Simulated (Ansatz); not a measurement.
# BiTe: a sweep of LAPW's plane-wave cutoff

One table from this session's results is given with a row withheld; the runs are named, their logs left out.

Computed with Ansatz 0.2.0 (DFT, PBE, all-electron LAPW, scalar-relativistic, unless a step's input says otherwise).

## The starting structure

The structure is cubic, space group Fm-3m (No. 225). The conventional cell has a = 6.470 Å, b = 6.470 Å, c = 6.470 Å, α = 90.00°, β = 90.00°, γ = 90.00°. Bi (site symmetry m-3m) is surrounded by 6 Te at 3.23 Å. Te (site symmetry m-3m) is surrounded by 6 Bi at 3.23 Å.

Coordinates:

```cif
data_structure
_symmetry_space_group_name_H-M 'Fm-3m'
_symmetry_Int_Tables_number 225
_cell_length_a 6.4700
_cell_length_b 6.4700
_cell_length_c 6.4700
_cell_angle_alpha 90.000
_cell_angle_beta 90.000
_cell_angle_gamma 90.000
_cell_volume 270.84
loop_
_atom_site_label
_atom_site_type_symbol
_atom_site_symmetry_multiplicity
_atom_site_Wyckoff_symbol
_atom_site_fract_x
_atom_site_fract_y
_atom_site_fract_z
_atom_site_occupancy
Bi1 Bi 4 a 0.00000 0.00000 0.00000 1
Te1 Te 4 b 0.50000 0.00000 0.00000 1
```

The file gives the conventional cell by its symmetry; the runs use the cell typed in the input.

The cell comes from a crystallographic database entry that wasn't checked; take it as a given geometry, which may be far from equilibrium.

Atoms are numbered in the order of the input: Bi1, Te2.

Set-up of the first run:

Contents of input.yaml:

```yaml
crystal:
  lattice:
    - [0.0, 3.235, 3.235]
    - [3.235, 0.0, 3.235]
    - [3.235, 3.235, 0.0]
  atoms:
    - { symbol: Bi, position: [0.0, 0.0, 0.0] }
    - { symbol: Te, position: [0.5, 0.5, 0.5] }
kpoints:
  mp_grid: { grid: [10, 10, 10] }
scf:
  occupations: { method: fermi_dirac, width: 0.08 }
hamiltonian:
  xc: pbe
  pseudopotentials: { kind: all_electron, lapw: { basis_error: 0.0005 } }
output:
  forces: true
  stress: true
  eigenvalues: true
basis:
  ecutwfc: 120
```

Among the steps run: With plane-wave cutoff typed as 120 eV; With plane-wave cutoff typed as 220 eV; With plane-wave cutoff typed as 260 eV; With plane-wave cutoff typed as 320 eV.

One table of the session follows, with a row left open; its other results are not shown here.

It belongs to the step «The sweep in one table». 

| cutoff (eV) | pressure (GPa) |
| --- | --- |
| 120 | 0.85 |
| 220 | ? |
| 260 | 0.80 |
| 320 | 0.80 |

**Question.** Estimate the row for cutoff (eV) = 220.

Worked estimate for «pressure (GPa)». A straight line through the neighbours (120, 0.85) and (260, 0.80) gives 0.85 + (0.80 − 0.85) × (220 − 120) / (260 − 120) = 0.81; a parabola fitted to 3 rows on both sides gives 0.81.

The run gave: pressure (GPa): 0.81. In «pressure (GPa)» the line misses by 0.00 and the parabola by 0.00.

Energies are those extrapolated to zero smearing.
